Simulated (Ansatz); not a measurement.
# Au: an axial (c/a) deformation path

One table from this session's results is given with a row withheld; the runs are named, their logs left out.

Program: Ansatz 0.2.0. Level of theory: DFT r2SCAN, scalar-relativistic, plane waves, PAW. These are calculated values, not measurements.

1 further run of the same task is left out (set aside as unsound or not needed).

**Starting point**

It takes space group Cmcm (No. 63, orthorhombic). Conventional cell: a = 2.823 Å, b = 5.112 Å, c = 4.893 Å, α = 90.00°, β = 90.00°, γ = 90.00°. Au (site symmetry m2m) has 12 Au at 2.82 to 2.97 Å in its first shell of neighbours.

Coordinates:

```
CELL_PARAMETERS angstrom
1.41131 -2.55593 0.00000
1.41131 2.55593 0.00000
0.00000 0.00000 4.89317
ATOMIC_POSITIONS crystal
Au 0.66533 0.33467 0.25000
Au 0.33467 0.66533 0.75000
```

It goes back to an entry of the Materials Project, which need not be the stable form.

The cell is taken as given, not relaxed at this level.

**The reference cell**

The reference gives a free energy of -26326.9999 eV, pressure -0.35 GPa, largest force 0.013 eV/Å and gap on the mesh none (metal). It was computed beforehand with the settings of the runs below.

The first run:

At fixed volume and fractional coordinates, lengths along (0.000, 0.000, 1.000) are scaled against those across it; ρ is that ratio over its starting value.

input.yaml reads:

```yaml
crystal:
  lattice:
    - [1.4898736278, -2.6982146394, 0.0]
    - [1.4898736278, 2.6982146394, 0.0]
    - [0.0, 0.0, 4.3907248288]
  atoms:
    - { symbol: Au, position: [0.66532797, 0.33467203, 0.25] }
    - { symbol: Au, position: [0.33467203, 0.66532797, 0.75] }
basis:
  ecutwfc: 500
kpoints:
  mp_grid: { grid: [22, 22, 12] }
hamiltonian:
  xc: r2scan
scf:
  occupations: { method: gaussian, width: 0.15 }
output:
  forces: true
  stress: true
  eigenvalues: true
```

Started as:

```bash
> ansatz run input.yaml --threads 1 --pin off --max-ram 2560MiB --backend cpu --events-out ev --progress --plain --runs-dir out
```

Steps of the session up to this table: At ρ = 0.850; Point ρ = 1.200; ρ = 0.920; Point ρ = 1.100; Point ρ = 0.960; Point ρ = 1.050.

One of the session's tables, all rows but one given; the rest of the session is left out.

Collected from the runs (energy zero: the undisturbed cell):

| ρ | ΔE (meV/atom) | pressure (GPa) |
| --- | --- | --- |
| 0.850 | 54.4 | 2.5 |
| 0.920 | 13.7 | 0.1 |
| 0.960 | ? | ? |
| 1.000 | 0.0 | -0.4 |
| 1.050 | 10.7 | 0.6 |
| 1.100 | 34.0 | 2.5 |
| 1.200 | 123.5 | 9.1 |

Q: Estimate the row for ρ = 0.960 from the others.

Worked estimate for «ΔE (meV/atom)». A straight line through the neighbours (0.920, 13.7) and (1.000, 0.0) gives 13.7 + (0.0 − 13.7) × (0.960 − 0.920) / (1.000 − 0.920) = 6.9; a parabola fitted to 4 rows on both sides gives 2.4.

As computed: ΔE (meV/atom): 2.3; pressure (GPa): -0.5. In «ΔE (meV/atom)» the line misses by +4.6 and the parabola by +0.1.
